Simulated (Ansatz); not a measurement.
# NdGaO2: the cost of one run

Computed with Ansatz 0.2.0 (DFT PBE, scalar-relativistic, plane waves, PAW; 4f electrons in the core of a trivalent norm-conserving potential, unless a step's input says otherwise).

### 1 The starting structure

Symmetry: P6/mmm, No. 191, hexagonal system. The conventional cell has a = 3.844 Å, b = 3.844 Å, c = 5.713 Å, α = 90.00°, β = 90.00°, γ = 120.00°. Nd (site symmetry 6/mmm) is surrounded by 2 Ga at 2.86 Å. Around Ga (site symmetry 6/mmm) lie 6 O at 2.22 Å. O (site symmetry -6m2) has 3 Ga at 2.22 Å and 3 O at 2.22 Å as nearest neighbours.

Structure file:

```
Nd Ga O
1.0
     3.84375    0.00000    0.00000
    -1.92187    3.32878    0.00000
     0.00000    0.00000    5.71295
Nd Ga O
1 1 2
Direct
  0.00000 0.00000 0.50000
  0.00000 0.00000 0.00000
  0.33333 0.66667 0.00000
  0.66667 0.33333 0.00000
```

The cell is invented: random cell by space group and Wyckoff sites (P6/mmm, No. 191). The dimensions are guesses.

### 2 A first look at the guess

Input file input.yaml:

```yaml
crystal:
  lattice:
    - [3.84374781, 0.0, 0.0]
    - [-1.9218739, 3.32878325, 0.0]
    - [0.0, 0.0, 5.71295378]
  atoms:
    - { symbol: Nd, position: [0.0, 0.0, 0.5] }
    - { symbol: Ga, position: [0.0, 0.0, 0.0] }
    - { symbol: O, position: [0.33333333, 0.66666667, 0.0] }
    - { symbol: O, position: [0.66666667, 0.33333333, 0.0] }
basis:
  ecutwfc: 660
kpoints:
  mp_grid: { grid: [6, 6, 4] }
hamiltonian:
  xc: pbe
  pseudopotentials:
    kind: paw
    azcp: { Nd: "pseudopotentials/pbe/nc/lanthanide_3plus/Nd.nc.azcp" }
scf:
  occupations: { method: gaussian, width: 0.1 }
  lower_state_search: "off"
output:
  forces: true
  stress: true
  eigenvalues: true
```

Run with:

```sh
ansatz run input.yaml --threads 1 --pin off --max-ram 2560MiB --backend cpu --events-out ev --progress --plain --runs-dir out
```

Q: Estimate wall time and peak memory on 1 thread of Arm Neoverse V1, shared host.

About 5 s, with a peak of 0.36 GiB.
